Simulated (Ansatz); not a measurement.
Predict the output of the script below (Ansatz 0.2.0, Python API).

The script reads `alag.cif`:
```cif
data_AlAg
_cell_length_a 2.926387
_cell_length_b 2.926387
_cell_length_c 4.427604
_cell_angle_alpha 90.00000
_cell_angle_beta 90.00000
_cell_angle_gamma 120.00000
_symmetry_space_group_name_H-M 'P 1'
_symmetry_Int_Tables_number 1
loop_
_symmetry_equiv_pos_as_xyz
'x, y, z'
loop_
_atom_site_label
_atom_site_type_symbol
_atom_site_fract_x
_atom_site_fract_y
_atom_site_fract_z
Al1 Al    0.000000    0.000000    0.500000
Ag2 Ag    0.666667    0.333333    0.000000
```

`alag.py`
```python
import ansatz as az
from ase import Atoms
from ase.io import read
from ase.neighborlist import neighbor_list
import numpy as np

config = {
    "k_density": 0.8,
    "occupations": "gaussian",
    "n_steps": 20,
    "temperature_k": 500,
}


def main() -> None:
    atoms = read("alag.cif")
    xtal = az.Crystal.from_ase(atoms)

    setup = (
        xtal.supercell(2, 2, 1).calculation()
        .functional(az.Functional.PBESOL)
        .basis(18 * az.Ha)
        .kpoints(density=config["k_density"])
        .occupations(config["occupations"], width=150 * az.meV)
        .initial_density(normalization="cell")
        .md("nvt_nose_hoover", timestep=2.0, steps=config["n_steps"], temperature=config["temperature_k"], initial_velocities="maxwell_boltzmann", seed=491)
    )
    steps = []


    def collect(event):
        if event["event"] == "md_step":
            steps.append(event["data"])


    res = setup.session().plan().execute(on_event=collect)
    report = res.report

    print(" step   t (fs)     E_pot (eV)   E_kin (eV)    T (K)")
    for s in steps[::1]:
        print(f"{s['step']:5d} {s['time_fs']:8.1f} {s['lagrangian_ev']:14.4f} {s['e_kin_ev']:12.4f} {s['temperature_k']:8.1f}")

    temperature = np.array([s["temperature_k"] for s in steps])
    print(f"mean temperature of the second half {temperature[len(steps) // 2 :].mean():.1f} K")

    track = np.array([s["positions_ang"] for s in steps])
    names = np.array([site.symbol for site in res.lattice.sites])
    for name in sorted(set(names)):
        msd = ((track[:, names == name] - track[0, names == name]) ** 2).sum(axis=2).mean(axis=1)
        print(f"mean square displacement of {name} (A^2):", np.round(msd[:: max(len(msd) // 6, 1)], 4))

    with open("trajectory.xyz", "w") as handle:
        for s in steps[::5]:
            handle.write(f"{len(s['positions_ang'])}\nt = {s['time_fs']} fs\n")
            for site, xyz in zip(res.lattice.sites, s["positions_ang"]):
                handle.write("{} {:.4f} {:.4f} {:.4f}\n".format(site.symbol, *xyz))

    symbols = [site.symbol for site in res.lattice.sites]
    pairs = np.concatenate([neighbor_list("d", Atoms(symbols, positions=s["positions_ang"], cell=res.lattice.cell_ang, pbc=True), 4.5) for s in steps[len(steps) // 2 :]])
    counts, edges = np.histogram(pairs, bins=np.arange(0.5, 4.51, 0.25))
    for low, count in zip(edges, counts / (len(symbols) * len(steps[len(steps) // 2 :]))):
        print(f"{low:4.2f}-{low + 0.25:4.2f} A  {count:6.2f} neighbours an atom")


if __name__ == "__main__":
    main()
```

```console
$ python alag.py
DeckWarning: md: disabling space-group detection — thermal motion breaks the input geometry's symmetry, so no spatial operation reduces the k-mesh or symmetrises the density; time reversal is kept, [...]
 step   t (fs)     E_pot (eV)   E_kin (eV)    T (K)
    0      0.0    -32185.6632       0.4524    500.0
    1      2.0    -32185.6619       0.4510    498.5
    2      4.0    -32185.6577       0.4469    493.9
    3      6.0    -32185.6509       0.4401    486.4
    4      8.0    -32185.6416       0.4308    476.2
    5     10.0    -32185.6300       0.4193    463.4
    6     12.0    -32185.6165       0.4059    448.6
    7     14.0    -32185.6015       0.3909    432.0
    8     16.0    -32185.5853       0.3749    414.3
    9     18.0    -32185.5685       0.3583    396.0
   10     20.0    -32185.5516       0.3416    377.6
   11     22.0    -32185.5351       0.3255    359.7
   12     24.0    -32185.5196       0.3104    343.0
   13     26.0    -32185.5056       0.2968    328.0
   14     28.0    -32185.4935       0.2852    315.2
   15     30.0    -32185.4837       0.2759    304.9
   16     32.0    -32185.4765       0.2693    297.6
   17     34.0    -32185.4720       0.2655    293.4
   18     36.0    -32185.4702       0.2645    292.3
   19     38.0    -32185.4711       0.2663    294.3
   20     40.0    -32185.4745       0.2706    299.1
mean temperature of the second half 318.6 K
mean square displacement of Ag (A^2): [0.     0.0005 0.0019 0.0042 0.0074 0.0113 0.0159]
mean square displacement of Al (A^2): [0.     0.001  0.0037 0.0074 0.011  0.0137 0.0149]
0.50-0.75 A    0.00 neighbours an atom
0.75-1.00 A    0.00 neighbours an atom
1.00-1.25 A    0.00 neighbours an atom
1.25-1.50 A    0.00 neighbours an atom
1.50-1.75 A    0.00 neighbours an atom
1.75-2.00 A    0.00 neighbours an atom
2.00-2.25 A    0.00 neighbours an atom
2.25-2.50 A    0.11 neighbours an atom
2.50-2.75 A    1.89 neighbours an atom
2.75-3.00 A    8.82 neighbours an atom
3.00-3.25 A    1.18 neighbours an atom
3.25-3.50 A    0.00 neighbours an atom
3.50-3.75 A    0.00 neighbours an atom
3.75-4.00 A    1.84 neighbours an atom
4.00-4.25 A    4.16 neighbours an atom
4.25-4.50 A    2.00 neighbours an atom
```
(Warnings from the package without file and line, shortened.)

File `trajectory.xyz` afterwards:
```text
8
t = 0.0 fs
Al 0.0000 0.0000 2.2138
Ag 1.4632 0.8448 0.0000
Al -1.4632 2.5343 2.2138
Ag 0.0000 3.3791 0.0000
Al 2.9264 0.0000 2.2138
Ag 4.3896 0.8448 0.0000
Al 1.4632 2.5343 2.2138
Ag 2.9264 3.3791 0.0000
8
t = 10.0 fs
Al -0.0136 -0.0111 2.2482
Ag 1.4519 0.8400 -0.0300
Al -1.4538 2.5408 2.2069
Ag -0.0111 3.3508 -0.0114
Al 2.9536 0.0551 2.1559
Ag 4.3764 0.8357 0.0378
Al 1.4555 2.5744 2.2225
Ag 2.9582 3.3986 0.0090
8
t = 20.0 fs
Al -0.0217 -0.0187 2.2757
Ag 1.4415 0.8363 -0.0608
Al -1.4439 2.5494 2.2027
Ag -0.0211 3.3238 -0.0235
Al 2.9712 0.1029 2.1105
Ag 4.3633 0.8268 0.0753
Al 1.4482 2.6083 2.2275
Ag 2.9886 3.4176 0.0187
8
t = 30.0 fs
Al -0.0214 -0.0202 2.2908
Ag 1.4329 0.8349 -0.0931
Al -1.4334 2.5618 2.2034
Ag -0.0287 3.2989 -0.0367
Al 2.9708 0.1367 2.0891
Ag 4.3508 0.8182 0.1119
Al 1.4420 2.6315 2.2258
Ag 3.0163 3.4354 0.0295
8
t = 40.0 fs
Al -0.0139 -0.0148 2.2901
Ag 1.4270 0.8366 -0.1277
Al -1.4232 2.5771 2.2098
Ag -0.0331 3.2771 -0.0511
Al 2.9480 0.1525 2.0988
Ag 4.3395 0.8103 0.1470
Al 1.4383 2.6425 2.2160
Ag 3.0400 3.4515 0.0421
```

Notes:
- These settings explore the input space; cutoff and mesh may be short of convergence.
- The structure comes from a database of computed cells and needn't be a stable or known phase.
- A small cell, a coarse mesh and a very short run: it shows the set-up and gives no equilibrium averages.
- Finished in 16 s on 1 thread of Arm Neoverse V2, on a shared host, peak memory 0.47 GiB.

(Lines on the test bed's own set-up are left out of the output.)
